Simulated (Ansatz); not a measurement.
**C2H3GaTe: ionisation energy by level of theory**

The task here is to estimate one member of a computed series from the others.

Program: Ansatz 0.2.0, Gaussian basis. Level of theory: unrestricted cation, the program's frozen cores in correlated methods. These are calculated values, not measurements.

Plan: UKS PBE-D4/def2-TZVPP; UKS r2SCAN-D4/def2-TZVPP; UKS PBE0-D4/def2-TZVPP; UKS B3LYP-D4/def2-TZVPP; UKS wB97X-V/def2-TZVPP; UKS wB97M-V/def2-TZVPP; UKS B2PLYP (frozen core with filled d shells)/def2-TZVPP; UHF-CCSD(T) with filled d shells/def2-TZVPP; UHF-MP2 with filled d shells/def2-QZVPP; extrapolation to the limit; then −ε(HOMO) from the neutral's earlier runs with LDA (SPW92), PBE-D4, revPBE-D4, BLYP-D4, r2SCAN-D4, B97M-V, PBE0-D4, B3LYP-D4, r2SCANh-D4, r2SCAN0-D4, HSE06-D4, BHLYP-D4, CAM-B3LYP-D4, LC-ωPBE, ωB97X-V, ωB97M-V.

### The geometry

The geometry comes from an earlier relaxation with PBE0-D4 in a triple-zeta def2 set; it is a stationary point, not always the lowest conformer. Te takes the def2 core potential; no spin-orbit term is included.

7 atoms, charge 0, spin multiplicity 1.

Atoms are counted from 1 here; the program's logs count them from 0.

Bond lengths: Ga1–C2 1.982 Å, Ga1–Te4 2.820 Å, Ga1–H5 1.554 Å, Ga1–H6 1.554 Å, C2–C3 1.261 Å, C3–Te4 2.231 Å, C3–H7 1.073 Å. Angles: C2–Ga1–Te4 56.1°, C2–Ga1–H5 113.9°, C2–Ga1–H6 113.9°, Te4–Ga1–H5 110.0°, Te4–Ga1–H6 110.0°, H5–Ga1–H6 129.2°, Ga1–C2–C3 147.9°, C2–C3–Te4 80.6°, C2–C3–H7 151.9°, Te4–C3–H7 127.5°, Ga1–Te4–C3 75.4°.

Coordinates:

```xyz
7
charge 0, multiplicity 1
Ga   -0.78370    1.11152   -0.41738
C     0.63669    0.04880    0.46768
C     1.15243   -1.08363    0.67182
Te   -0.52774   -1.68527   -0.66679
H    -0.32492    1.80635   -1.72921
H    -1.98263    1.45502    0.50931
H     1.89117   -1.72079    1.11887
```

The first run:

File in.yaml:

```yaml
crystal:
  periodic: [false, false, false]
  atoms:
    - {symbol: Ga, position_ang: [-0.783699, 1.111524, -0.417378]}
    - {symbol: C, position_ang: [0.636692, 0.048801, 0.467677]}
    - {symbol: C, position_ang: [1.152425, -1.083635, 0.671823]}
    - {symbol: Te, position_ang: [-0.527736, -1.685266, -0.666789]}
    - {symbol: H, position_ang: [-0.324921, 1.806354, -1.729211]}
    - {symbol: H, position_ang: [-1.982633, 1.455016, 0.509305]}
    - {symbol: H, position_ang: [1.891173, -1.720793, 1.118872]}
basis:
  gaussian: {orbitals: def2-TZVPP}
total_charge: 1
magnetization: {spin_polarized: true, initial_magnetization: 1}
hamiltonian: {xc: pbe, dispersion: d4}
```

Steps of the session up to this table: Cation, UKS PBE-D4/def2-TZVPP; Cation, UKS r2SCAN-D4/def2-TZVPP; Cation, UKS PBE0-D4/def2-TZVPP; Cation, UKS B3LYP-D4/def2-TZVPP; Cation, UKS wB97X-V/def2-TZVPP; Cation, UKS wB97M-V/def2-TZVPP; Cation, UKS B2PLYP (frozen core with filled d shells)/def2-TZVPP; Cation, UHF-CCSD(T) with filled d shells/def2-TZVPP; Cation, UHF-MP2 with filled d shells/def2-QZVPP.

One of the session's tables, all rows but one given; the rest of the session is left out.

For comparison, −ε(HOMO) of the neutral from earlier runs:

```
  functional  −ε(HOMO) (eV)
 LDA (SPW92)           5.12
      PBE-D4           4.96
   revPBE-D4           4.91
     BLYP-D4           4.79
   r2SCAN-D4           5.16
      B97M-V              ?
     PBE0-D4           5.97
    B3LYP-D4           5.75
  r2SCANh-D4           5.53
  r2SCAN0-D4           6.10
    HSE06-D4           5.58
    BHLYP-D4           6.81
CAM-B3LYP-D4           7.19
     LC-ωPBE           8.50
     ωB97X-V           8.17
     ωB97M-V           8.04
```

**Question.** Estimate the row for B97M-V.

The run gave: −ε(HOMO) (eV): 5.19. In the column «−ε(HOMO) (eV)» it lies between r2SCAN-D4 (5.16) and r2SCANh-D4 (5.53).
